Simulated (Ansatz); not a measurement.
# AlN: the cost of one run

All numbers are computed with the Python package of Ansatz 0.2.0. Level of theory: DFT PBE, plane waves, PAW.

The COD entry's cell or inner coordinates are ideal or old and differ from later refinements, so a difference from it is no clean test against experiment.

### 1 The system

Symmetry: P6_3mc, No. 186, hexagonal system. Conventional cell: a = 3.113 Å, b = 3.113 Å, c = 4.981 Å, α = 90.00°, β = 90.00°, γ = 120.00°. Al (site symmetry 3m) is surrounded by 4 N at 1.89 Å. N (site symmetry 3m) has 4 Al at 1.89 Å as nearest neighbours.

No structure file is read: the coordinates are typed or built in the script.

### 2 The script

File run_wannier.py:

```python
# -*- coding: utf-8 -*-
from pathlib import Path
import logging
import sys

import ansatz
from ase import Atoms
import tomllib

logging.basicConfig(stream=sys.stdout, format='%(name)s: %(message)s')
logger = logging.getLogger('ansatz_job')
logger.setLevel(logging.INFO)

params = {
    'functional': 'pbe',
    'kmesh': (7, 7, 4),
    'smearing': 'fixed',
}


def main():
    atoms = Atoms(
        ['Al', 'Al', 'N', 'N'],
        scaled_positions=[
            (1 / 3, 2 / 3, 0.0),
            (2 / 3, 1 / 3, 0.5),
            (1 / 3, 2 / 3, 0.38),
            (2 / 3, 1 / 3, 0.88),
        ],
        cell=[
            (3.113, 0.0, 0.0),
            (-1.5565, 2.695937, 0.0),
            (0.0, 0.0, 4.981),
        ],
        pbc=True,
    )
    cell = ansatz.Crystal.from_ase(atoms)

    calc = cell.calculation()
    calc = calc.functional(params['functional']).basis(21 * ansatz.Ha)
    calc = calc.kpoints(*params['kmesh'])
    calc = calc.occupations(params['smearing'])
    calc = calc.wannier(mesh=(5, 5, 3), projections=[ansatz.TrialShell('N', 'p')], minimise=True)
    result = calc.run(runs_dir='w90')
    spreads = tomllib.loads(Path(result.output_folder, 'results', 'wannier.spreads.toml').read_text())
    print('converged:', spreads['converged'], 'in', spreads['n_iter'], 'steps; least projectability', round(spreads['least_projectability'], 3))
    print('invariant, diagonal, off-diagonal spread (A^2):', *(round(spreads[k], 4) for k in ('omega_i_ang2', 'omega_d_ang2', 'omega_od_ang2')))
    for function in spreads['wannier']:
        print('centre', [round(v, 3) for v in function['r']], 'spread', round(function['spread'], 4))


if __name__ == '__main__':
    main()
```

### 3 The input behind the calls

The engine receives this input:

```yaml
crystal:
  lattice:
    - [3.113, 0.0, 0.0]
    - [-1.5565, 2.695937, 0.0]
    - [0.0, 0.0, 4.981]
  atoms:
    - { symbol: Al, position: [0.3333333333333333, 0.6666666666666666, 0.0] }
    - { symbol: Al, position: [0.6666666666666666, 0.3333333333333333, 0.5] }
    - { symbol: "N", position: [0.3333333333333333, 0.6666666666666666, 0.38] }
    - { symbol: "N", position: [0.6666666666666666, 0.3333333333333333, 0.88] }
basis:
  ecutwfc: 571.4391111657479
kpoints:
  mp_grid:
    grid: [7, 7, 4]
hamiltonian:
  xc: pbe
scf:
  occupations:
    method: fixed
output:
  wannier:
    kmesh: [5, 5, 3]
    projections:
      - { species: "N", l: p }
    minimise: true
```

### 4 Launch

Launch:

```bash
$ python run_wannier.py
```

Q: Estimate wall time and peak memory on 1 thread of Arm Neoverse V1, shared host.

About 3.4 s, with a peak of 0.36 GiB.
